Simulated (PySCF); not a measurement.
# GaBr (SMILES [Ga][Br]): levels of theory compared

Aim: a comparison of 6 runs (HF/STO-3G, B2PLYP/aug-cc-pVTZ, PBE/aug-cc-pVTZ, TPSS/aug-cc-pVTZ, SCS-MP2/aug-cc-pVTZ, CCSD(T)/aug-cc-pVTZ) of GaBr. The job is set up through a Python script.

Program for the calculation: PySCF 2.14.0.

3 further runs of the same task are left out: 3 set aside as unsound or not needed.

## Step 1: The molecule

GaBr: 2 atoms, total charge 0, spin state singlet. As SMILES, `[Ga][Br]`. The Ga1–Br2 distance was set to 2.730 Å, away from the relaxed value.

Bond lengths: Ga1–Br2 2.730 Å.

## Step 2: The energy at HF/STO-3G (run 1)

File input.py:

```python
from pyscf import gto

mol = gto.Mole()
mol.atom = '''
Ga     0.000000     0.000000    -0.646815
Br     0.000000     0.000000     4.512893
'''
mol.unit = 'bohr'
mol.max_memory = 1860
mol.verbose = 3
mol.basis = 'sto-3g'
mol.build()

mf = mol.RHF()
mf.conv_tol = 1e-10
mf.kernel()
if not mf.converged:
    mf = mf.newton().run(mf.mo_coeff, mf.mo_occ)

energy = mf.e_tot
print(f'total energy: {energy:.8f} hartree')
```

On the command line:

```console
OMP_NUM_THREADS=1 python input.py
```

The log of the run:

```text
converged SCF energy = -4445.49336333982
total energy: -4445.49336334 hartree
```

Run time: 1.1 s. Hardware: 1 thread of Arm Neoverse N1, shared host; peak memory 0.12 GiB.

## Step 3: The energy at B2PLYP/aug-cc-pVTZ (run 2)

File input.py:

```python
from pyscf import gto, dft, mp

mol = gto.M(
    atom='''
Ga     0.000000     0.000000    -0.342280
Br     0.000000     0.000000     2.388120
''',
    verbose=3,
    basis='aug-cc-pvtz',
    max_memory=1860,
    spin=0,
)

mf = dft.RKS(mol)
mf.xc = '0.53*HF + 0.47*B88, 0.73*LYP'
mf.grids.level = 5
mf.conv_tol = 1e-10
mf.kernel()
if not mf.converged:
    mf = mf.newton().run(mf.mo_coeff, mf.mo_occ)

pt = mp.MP2(mf, frozen=18).run()
etot = mf.e_tot + 0.27 * pt.e_corr
print('PT2 part  %.8f' % (0.27 * pt.e_corr))
print(f'total energy: {etot:.8f} hartree')
```

On the command line:

```console
OMP_NUM_THREADS=1 python input.py
```

The log of the run:

```text
converged SCF energy = -4498.25023733012
E(RMP2) = -4498.68422937542  E_corr = -0.433992045292144
E(SCS-RMP2) = -4498.66189339949  E_corr = -0.411656069365669
PT2 part  -0.11717785
total energy: -4498.36741518 hartree
```

Wall time 25 s (1 thread of Arm Neoverse N1, shared host); peak memory 0.62 GiB.

Runs 3 to 5 aren't shown in full; the table further down has their settings and results.

## Step 4: A single-point energy at CCSD(T)/aug-cc-pVTZ (run 6)

File input.py:

```python
from pyscf import gto, cc

mol = gto.M(
    atom=[
    ('Ga', (-0.000000, -0.000000, -0.342280)),
    ('Br', (0.000000, 0.000000, 2.388120)),
],
    basis='aug-cc-pvtz',
    verbose=3,
    spin=0,
    max_memory=1860,
)

calc0 = mol.RHF()
calc0.conv_tol = 1e-10
calc0.kernel()
if not calc0.converged:
    calc0 = calc0.newton().run(calc0.mo_coeff, calc0.mo_occ)

mycc = cc.CCSD(calc0, frozen=18)
mycc.kernel()
e_t = mycc.ccsd_t()
e_final = mycc.e_tot + e_t
print('Final energy', e_final)
```

On the command line:

```console
OMP_NUM_THREADS=1 python input.py
```

The log of the run:

```text
converged SCF energy = -4495.81424381029
E(CCSD) = -4496.181316605275  E_corr = -0.3670727949873546
CCSD(T) correction = -0.0182593456818752
Final energy -4496.199575950957
```

Wall time 3.1 min (1 thread of Arm Neoverse N1, shared host); peak memory 0.93 GiB.

## Step 5: The series

| run | level | frozen core orbitals | integration grid | energy (Eh) | dipole moment (D) of the reference | HOMO energy (eV) | LUMO energy (eV) | wall time |
| --- | --- | --- | --- | --- | --- | --- | --- | --- |
| 1 | HF/STO-3G | – | – | -4445.493363 | 3.96 | -5.16 | 3.93 | 1.1 s |
| 2 | B2PLYP/aug-cc-pVTZ | 18 | 5 | -4498.367415 | 5.28 | -8.23 | -1.43 | 25 s |
| 3 | PBE/aug-cc-pVTZ | – | 5 | -4498.469970 | 4.60 | -6.27 | -3.03 | 23 s |
| 4 | TPSS/aug-cc-pVTZ | – | 5 | -4499.043609 | 4.65 | -6.35 | -2.95 | 39 s |
| 5 | SCS-MP2/aug-cc-pVTZ | 18 | – | -4496.147811 | 5.46 | -9.61 | 0.01 | 11 s |
| 6 | CCSD(T)/aug-cc-pVTZ | 18 | – | -4496.199576 | 5.46 | -9.61 | 0.01 | 3.1 min |

## Step 6: Results

```
                                           quantity           value
                                run 6: total energy  -4496.19958 Eh
        run 6: dipole moment (Hartree–Fock density)          5.46 D
         run 6: HOMO energy (Hartree–Fock orbitals)        -9.61 eV
         run 6: LUMO energy (Hartree–Fock orbitals)         0.01 eV
       run 6: HOMO–LUMO gap (Hartree–Fock orbitals)         9.62 eV
run 6: correlation energy (18 core orbitals frozen)      -385.3 mEh
                              run 6: (T) correction      -18.26 mEh
                               run 6: T1 diagnostic           0.011
```

In words: Over runs 1, 2, 3, 4 the dipole moment (its size) runs from 3.96 D (HF/STO-3G) to 5.28 D (B2PLYP/aug-cc-pVTZ). The two ends differ in method and basis. A double hybrid's value is that of its SCF part. Over runs 1, 2, 3, 4 the HOMO–LUMO gap runs from 3.25 eV (PBE/aug-cc-pVTZ) to 9.09 eV (HF/STO-3G). Totals of different functionals can't be ranked against each other. In run 1 the basis is minimal, so the values are rough. All runs together took 4.7 min, the longest 3.1 min.
